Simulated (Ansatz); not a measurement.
# Co (Cobalt): the cost of one run

All numbers are computed with Ansatz 0.2.0, driven from Python. Level of theory: DFT PBE, plane waves, PAW.

**1. The structure**

Symmetry: P6_3/mmc, No. 194, hexagonal system. Conventional cell: a = 2.507 Å, b = 2.507 Å, c = 4.070 Å, α = 90.00°, β = 90.00°, γ = 120.00°. Co (site symmetry -6m2) is surrounded by 12 Co at 2.50 to 2.51 Å.

POSCAR_co, read by the script:

```text
Co
1.0
   2.50740000    0.00000000    0.00000000
  -1.25370000    2.17147210    0.00000000
   0.00000000    0.00000000    4.06990000
Co
2
Direct
   0.33333333    0.66666667    0.25000000
   0.66666667    0.33333333    0.75000000
```

**2. The script**

Contents of ecut_co.py:

```python
'''Cutoff test for Co.'''

import warnings

import ansatz as az
from ase.io import read
import matplotlib.pyplot as plt


def main() -> None:
    warnings.simplefilter('ignore', az.DeckWarning)

    atoms = read('POSCAR_co', format='vasp')
    atoms.set_initial_magnetic_moments([1.8, -1.8])
    xtal = az.Crystal.from_ase(atoms)

    job = xtal.calculation()
    job = job.spin('collinear')
    job = job.occupations(az.OccupationsMethod.FERMI_DIRAC, width=0.15).kpoints(length=26)
    job = job.stress()

    rows = []
    for value in [300, 400, 500, 600, 700, 800]:
        rep = job.basis(value).run(threads=1, pin='off').report
        rows.append((value, rep['free_energy_ev'] / len(rep['lattice']['sites']), rep['n_iterations'], sum(rep['stress_gpa'][i][i] for i in range(3)) / 3, rep['magnetization_mub'], rep['n_pw']))

    print(' cutoff (eV)   F/atom (eV)    iterations       P (GPa)  moment (muB)   plane waves')
    for row in rows:
        print(f'{str(row[0]):>12s}  {row[1]:12.5f}  {row[2]:12d}  {row[3]:12.3f}  {row[4]:12.3f}  {row[5]:12d}')

    # differences from the last row
    for row in rows[:-1]:
        shift = 1000 * (row[1] - rows[-1][1])
        print(f'{row[0]}: {shift:+.2f} meV/atom' + ('  (within 2 meV)' if abs(shift) < 2 else ''))
    plt.figure(figsize=(4.5, 3))
    plt.plot([str(row[0]) for row in rows], [1000 * (row[1] - rows[-1][1]) for row in rows], 'o-')
    plt.xlabel('cutoff (eV)')
    plt.ylabel('F - F(last) (meV/atom)')
    plt.tight_layout()
    plt.savefig('ecut.png', dpi=100)


if __name__ == '__main__':
    main()
```

**3. The run**

Started as:

```
$ python ecut_co.py
```

What time and memory should one allow on 1 thread of Arm Neoverse V1, shared host?

About 2.9 min, with a peak of 0.64 GiB.
